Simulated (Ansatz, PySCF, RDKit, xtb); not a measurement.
# Isomers of C5H7NS, a sample narrowed down

A sample of isomers of C5H7NS is drawn. Aim: find which of them has the lowest free energy at 298.15 K, then its properties. The sample is small against all isomers, and the most stable one of this formula need not be in it.

Plan: many cheap relaxations first (GFN2-xTB), then density-functional screening, relaxation at PBE-D3(BJ)/def2-SVP, vibrations (at GFN2-xTB) and a final energy. The numbers are computed, not measured.

## (1) Candidates

Isomers were taken from a list of plausible structures; this is a sample, not all of them. That gives 4 candidates.

```tsv
label	SMILES	spin
c002	NC1=C(S)CC=C1	singlet
c054	NC1=CCC(S)=C1	singlet
c437	NC1=CC=C(S)C1	singlet
c889	N[C@@H]1C=CC=C1S	singlet
```

Candidates are built by distance geometry, with a force field where one applies, in up to four conformers (letters a to d).

**Question.** With final energies at CCSD(T)/def2-SVP + MP2/def2-TZVPP - MP2/def2-SVP, which structure will this search put lowest in free energy, and by what margin?

| quantity | value |
| --- | --- |
| lowest structure found | NC1=C(S)CC=C1, singlet |
| next finalist | NC1=CC=C(S)C1, singlet, 2.4 kcal/mol higher in G |
| share at equilibrium, among the finalists | 97.0 % |
| dipole moment (PBE0/def2-SVPD) | 2.28 D |
| HOMO energy (PBE0/def2-SVPD) | -5.70 eV |
| LUMO energy (PBE0/def2-SVPD) | -0.75 eV |
| HOMO–LUMO gap (PBE0/def2-SVPD) | 4.95 eV |
| lowest excitation (TD-PBE0/def2-SVPD) | 4.17 eV (f = 0.097) |
| lowest triplet excitation, same level, Tamm-Dancoff | 2.70 eV |
| vertical ionisation energy | 7.46 eV |
| vertical electron affinity | -0.91 eV (unbound: the value depends on the basis) |
| vertical triplet less singlet | +2.73 eV |

The lowest structure found is `NC1=C(S)CC=C1`. The margin, 2.4 kcal/mol, is modest. PBE-D3(BJ)/def2-SVP, HF/def2-SVP and MP2/def2-SVP already put its bonding pattern lowest among the structures in one piece; GFN2-xTB, HF/STO-3G and r2SCAN-D4/def2-SVP favour the singlet NC1=CCC(S)=C1. The search is not exhaustive (a finite list of starts, one conformer a finalist), so a lower isomer can't be ruled out. Only 4 drawn patterns were tried, so whole families of isomers are missing, and the result ranks this sample alone. The lowest isomer need not be the one that is made and kept in a bottle, which depends on barriers.
